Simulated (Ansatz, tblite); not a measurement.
# (H2B-mu-NHMe)3 (C₃H₁₈B₃N₃): spin-state energies by level

Is the singlet the ground state of (H2B-mu-NHMe)3 (C₃H₁₈B₃N₃)? Other spin states are computed and compared level by level.

Method: as each input shows; program: Ansatz 0.2.0, Gaussian basis.

Levels to be run: triplet, at the geometry of the singlet (GFN1-xTB, GFN2-xTB, PBE0-D4/def2-TZVP, PBE-D4/def2-TZVP, r2SCAN-D4/def2-TZVP); the singlet's energies come from earlier runs.

### 1 The relaxed structure

The singlet was relaxed beforehand with r2SCAN-D4/def2-SVP.

27 atoms, charge 0, spin multiplicity 1.

Bond lengths: B1–H2 1.219 Å, B1–H3 1.230 Å, B1–N4 1.586 Å, B1–N14 1.586 Å, N4–C5 1.478 Å, N4–B6 1.585 Å, N4–H16 1.025 Å, C5–H17 1.100 Å, C5–H18 1.100 Å, C5–H19 1.097 Å, B6–H7 1.229 Å, B6–H8 1.218 Å, B6–N9 1.591 Å, N9–C10 1.476 Å, N9–B11 1.591 Å, N9–H20 1.023 Å, C10–H21 1.101 Å, C10–H22 1.100 Å and more. Angles: H2–B1–H3 113.4°, H2–B1–N4 108.6°, H2–B1–N14 108.6°, H3–B1–N4 108.6°, H3–B1–N14 108.6°, N4–B1–N14 109.0°, B1–N4–C5 109.4°, B1–N4–B6 115.5°, B1–N4–H16 108.1°, C5–N4–B6 109.5°, C5–N4–H16 105.6°, B6–N4–H16 108.3°, N4–C5–H17 110.3°, N4–C5–H18 110.3°, N4–C5–H19 108.2°, H17–C5–H18 110.2°, H17–C5–H19 108.9°, H18–C5–H19 108.9° and more.

As a file:

```mol
C3H18B3N3
  3D, bonds by distance, orders not assigned

 27 27  0  0  0  0  0  0  0  0999 V2000
    0.8460   -0.1201    1.1573 B   0  0
    0.5644   -1.1456    1.7540 H   0  0
    1.7523    0.5207    1.6879 H   0  0
   -0.4477    0.7952    1.0878 N   0  0
   -0.9247    1.0747    2.4582 C   0  0
   -1.6428    0.2219    0.2192 B   0  0
   -2.5084    1.0888    0.1183 H   0  0
   -2.0419   -0.8047    0.7390 H   0  0
   -1.0873   -0.1229   -1.2318 N   0  0
   -0.8998    1.0615   -2.0926 C   0  0
    0.1546   -1.1182   -1.2333 B   0  0
   -0.1956   -2.1808   -0.7520 H   0  0
    0.5835   -1.2175   -2.3809 H   0  0
    1.2903   -0.4998   -0.3173 N   0  0
    2.4375   -1.4294   -0.2598 C   0  0
   -0.1755    1.7034    0.6993 H   0  0
   -1.7858    1.7586    2.4299 H   0  0
   -0.1143    1.5085    3.0627 H   0  0
   -1.2386    0.1264    2.9125 H   0  0
   -1.8382   -0.6775   -1.6493 H   0  0
   -0.0976    1.6959   -1.6842 H   0  0
   -1.8184    1.6654   -2.1266 H   0  0
   -0.6027    0.7598   -3.1077 H   0  0
    1.6436    0.3475   -0.7724 H   0  0
    3.2496   -0.9958    0.3425 H   0  0
    2.7961   -1.6555   -1.2749 H   0  0
    2.1015   -2.3604    0.2141 H   0  0
  1  2  8  0
  1  3  8  0
  1  4  8  0
  1 14  8  0
  4  5  8  0
  4  6  8  0
  4 16  8  0
  5 17  8  0
  5 18  8  0
  5 19  8  0
  6  7  8  0
  6  8  8  0
  6  9  8  0
  9 10  8  0
  9 11  8  0
  9 20  8  0
 10 21  8  0
 10 22  8  0
 10 23  8  0
 11 12  8  0
 11 13  8  0
 11 14  8  0
 14 15  8  0
 14 24  8  0
 15 25  8  0
 15 26  8  0
 15 27  8  0
M  END
```

### 2 Triplet at the fixed geometry, GFN1-xTB

Tight binding, by tblite at 300 K electronic temperature and without a spin-polarisation term:

```python
tblite.interface.Calculator('GFN1-xTB', numbers, positions, charge=0, uhf=2).singlepoint()
```

Energy -806.1702 eV; 0.036 s.

### 3 Triplet at the fixed geometry, GFN2-xTB

Tight binding, by tblite at 300 K electronic temperature and without a spin-polarisation term:

```python
tblite.interface.Calculator('GFN2-xTB', numbers, positions, charge=0, uhf=2).singlepoint()
```

Energy -757.2093 eV; 0.017 s.

### 4 Triplet at the fixed geometry, PBE0-D4/def2-TZVP

Contents of in.yaml:

```yaml
crystal:
  periodic: [false, false, false]
  atoms:
    - {symbol: B, position_ang: [0.845985, -0.120087, 1.157291]}
    - {symbol: H, position_ang: [0.564387, -1.145627, 1.754046]}
    - {symbol: H, position_ang: [1.752290, 0.520653, 1.687874]}
    - {symbol: N, position_ang: [-0.447698, 0.795190, 1.087791]}
    - {symbol: C, position_ang: [-0.924689, 1.074697, 2.458182]}
    - {symbol: B, position_ang: [-1.642791, 0.221936, 0.219218]}
    - {symbol: H, position_ang: [-2.508402, 1.088790, 0.118325]}
    - {symbol: H, position_ang: [-2.041857, -0.804716, 0.739016]}
    - {symbol: N, position_ang: [-1.087282, -0.122874, -1.231766]}
    - {symbol: C, position_ang: [-0.899783, 1.061495, -2.092614]}
    - {symbol: B, position_ang: [0.154561, -1.118190, -1.233272]}
    - {symbol: H, position_ang: [-0.195578, -2.180839, -0.751988]}
    - {symbol: H, position_ang: [0.583529, -1.217518, -2.380890]}
    - {symbol: N, position_ang: [1.290267, -0.499797, -0.317349]}
    - {symbol: C, position_ang: [2.437483, -1.429394, -0.259836]}
    - {symbol: H, position_ang: [-0.175497, 1.703369, 0.699310]}
    - {symbol: H, position_ang: [-1.785839, 1.758603, 2.429940]}
    - {symbol: H, position_ang: [-0.114308, 1.508487, 3.062726]}
    - {symbol: H, position_ang: [-1.238637, 0.126405, 2.912532]}
    - {symbol: H, position_ang: [-1.838234, -0.677499, -1.649268]}
    - {symbol: H, position_ang: [-0.097631, 1.695915, -1.684208]}
    - {symbol: H, position_ang: [-1.818379, 1.665366, -2.126626]}
    - {symbol: H, position_ang: [-0.602742, 0.759774, -3.107690]}
    - {symbol: H, position_ang: [1.643629, 0.347484, -0.772393]}
    - {symbol: H, position_ang: [3.249574, -0.995760, 0.342520]}
    - {symbol: H, position_ang: [2.796080, -1.655456, -1.274927]}
    - {symbol: H, position_ang: [2.101540, -2.360427, 0.214056]}
basis:
  gaussian: {orbitals: def2-TZVP}
magnetization: {spin_polarized: true, initial_magnetization: 2}
hamiltonian: {xc: pbe0, dispersion: d4}
scf: {omitted_lower_state_checks: [starts]}
output: {orbitals: {seedname: orbitals}}
```

Launch:

```sh
> ansatz run in.yaml --threads 2 --pin off --events-out ev --progress --plain --max-ram 32768MiB --backend cuda --devices 0, --max-vram 18GiB
```

Output:

```text
Functional definition: PBE0
  name "PBE0"
  cite "Adamo & Barone, J. Chem. Phys. 110, 6158 (1999) doi:10.1063/1.478522"
  cite "Perdew, Burke & Ernzerhof, Phys. Rev. Lett. 77, 3865 (1996) doi:10.1103/PhysRevLett.77.3865"
  parent pbe
  parameter a = 0.25
  parameter kappa = 0.804
  parameter beta = 0.06672455060314922
  exchange = (1 - a)*pbe_x(kappa = kappa, mu = beta*pi^2/3) + a*exact_x
  correlation = pbe_c(beta = beta)
these checks for a lower state are left out or cut short: starts
2304 factors; their error is unknown
mean field evaluation 1: about -9872.9401 eV, gradient 6.2e1 eV
mean field evaluation 2: about -9844.0313 eV, gradient 9.8e1 eV
mean field evaluation 4: about -9891.2107 eV, gradient 6.0e0 eV
mean field evaluation 8: about -9891.4344 eV, gradient 4.3e-1 eV
mean field evaluation 16: about -9891.5895 eV, gradient 2.5e-1 eV
mean field evaluation 32: about -9891.6033 eV, gradient 2.4e-5 eV
mean field -9891.60326133 eV, -363.5097150845 hartree, gradient 6.0e-6 eV, S^2 2.004593; 0 other end points of the search recorded, 0 dependent functions left out
reference -9891.60331106 eV, -363.5097169120 hartree; 37, 35 occupied and 350, 352 virtual orbitals, 2304 factors
Total energy: -9892.23627878 eV, -363.5329780465 hartree
Checks for a lower state left out: starts
```

It took 21 s on 1 × H100 (card shared with other runs) with 2 threads of AMD EPYC 7R13, shared host; peak host memory 1.1 GiB.

HOMO -1.26 eV, LUMO -7.10 eV (over both spins; with the spin held, an empty level of the minority spin lies below the top filled one); ⟨S²⟩ 2.005 (pure: 2.00).

### 5 Triplet at the fixed geometry, PBE-D4/def2-TZVP

start.molden holds the orbitals of an earlier run on this state, given as this run's starting guess.

Changes to in.yaml since step 4:

```diff
@@ -31,5 +31,5 @@
 basis:
-  gaussian: {orbitals: def2-TZVP}
+  gaussian: {orbitals: def2-TZVP, initial_orbitals: start.molden}
 magnetization: {spin_polarized: true, initial_magnetization: 2}
-hamiltonian: {xc: pbe0, dispersion: d4}
+hamiltonian: {xc: pbe, dispersion: d4}
 scf: {omitted_lower_state_checks: [starts]}
```

The command is unchanged.

Output:

```text
Functional definition: PBE
  name "PBE"
  cite "Perdew, Burke & Ernzerhof, Phys. Rev. Lett. 77, 3865 (1996) doi:10.1103/PhysRevLett.77.3865"
  parent pbe
  parameter kappa = 0.804
  parameter beta = 0.06672455060314922
  exchange = pbe_x(kappa = kappa, mu = beta*pi^2/3)
  correlation = pbe_c(beta = beta)
these checks for a lower state are left out or cut short: starts
2304 factors; their error is unknown
mean field evaluation 1: about -9890.1953 eV, gradient 8.5e0 eV
mean field evaluation 2: about -9890.4204 eV, gradient 3.8e-1 eV
mean field evaluation 4: about -9890.3719 eV, gradient 1.4e-1 eV
mean field evaluation 8: about -9890.3721 eV, gradient 2.0e-4 eV
mean field -9890.37207769 eV, -363.4644699201 hartree, gradient 2.2e-5 eV, S^2 2.001873; 0 other end points of the search recorded, 0 dependent functions left out
reference -9890.37214560 eV, -363.4644724158 hartree; 37, 35 occupied and 350, 352 virtual orbitals, 2304 factors
Total energy: -9891.11478377 eV, -363.4917638651 hartree
Checks for a lower state left out: starts
```

Wall time 15 s (1 × H100 (card shared with other runs) with 2 threads of AMD EPYC 7R13, shared host); peak host memory 0.95 GiB.

HOMO -0.72 eV, LUMO -7.39 eV (over both spins; with the spin held, an empty level of the minority spin lies below the top filled one); ⟨S²⟩ 2.002 (pure: 2.00).

### 6 Triplet at the fixed geometry, r2SCAN-D4/def2-TZVP

Changes to in.yaml since step 5:

```diff
@@ -33,3 +33,3 @@
 magnetization: {spin_polarized: true, initial_magnetization: 2}
-hamiltonian: {xc: pbe, dispersion: d4}
+hamiltonian: {xc: r2scan, dispersion: d4}
 scf: {omitted_lower_state_checks: [starts]}
```

The command is unchanged.

Output (excerpt; [...] marks lines left out):

```text
Functional definition: r2SCAN
  name "r2SCAN"
  cite "Furness, Kaplan, Ning, Perdew & Sun, J. Phys. Chem. Lett. 11, 8208 (2020) doi:10.1021/acs.jpclett.0c02405"
  cite "Furness, Kaplan, Ning, Perdew & Sun, J. Phys. Chem. Lett. 11, 9248 (2020) doi:10.1021/acs.jpclett.0c03077"
  parent r2scan
[...]
2304 factors; their error is unknown
[...]
mean field -9898.21205355 eV, -363.7525837190 hartree, gradient 5.4e-6 eV, S^2 2.004881; 0 other end points of the search recorded, 0 dependent functions left out
reference -9898.21207743 eV, -363.7525845965 hartree; 37, 35 occupied and 350, 352 virtual orbitals, 2304 factors
Total energy: -9898.42071488 eV, -363.7602518813 hartree
Checks for a lower state left out: starts
```

Wall time 16 s (1 × H100 (card shared with other runs) with 2 threads of AMD EPYC 7R13, shared host); peak host memory 1.1 GiB.

Report: HOMO -0.76 eV, LUMO -7.49 eV (over both spins; with the spin held, an empty level of the minority spin lies below the top filled one); ⟨S²⟩ 2.005 (pure: 2.00).

### 7 Triplet less singlet, vertical

The singlet's energies are those of its earlier runs, whose logs aren't repeated here.

```csv
level,"triplet less singlet, vertical (kJ/mol)",time
GFN1-xTB,+751.1,0.058 s
GFN2-xTB,+977.3,0.03 s
PBE-D4/def2-TZVP,+602.6,21 s
r2SCAN-D4/def2-TZVP,+629.3,22 s
PBE0-D4/def2-TZVP,+667.1,27 s
```

Times add the two runs; a level without a time comes out of a correlated run. Tight binding without a spin term can't rank spin states.

### 8 What came out

```
                                                quantity                                       value
triplet less singlet, vertical, functionals in def2-TZVP  +602.6 (PBE-D4) to +667.1 kJ/mol (PBE0-D4)
```

All functionals put the triplet above the singlet, over a spread of 64.6 kJ/mol. The checks for a lower triplet were left out, so another state of that spin may lie lower. These are electronic energies, without zero-point motion, entropy or surroundings.
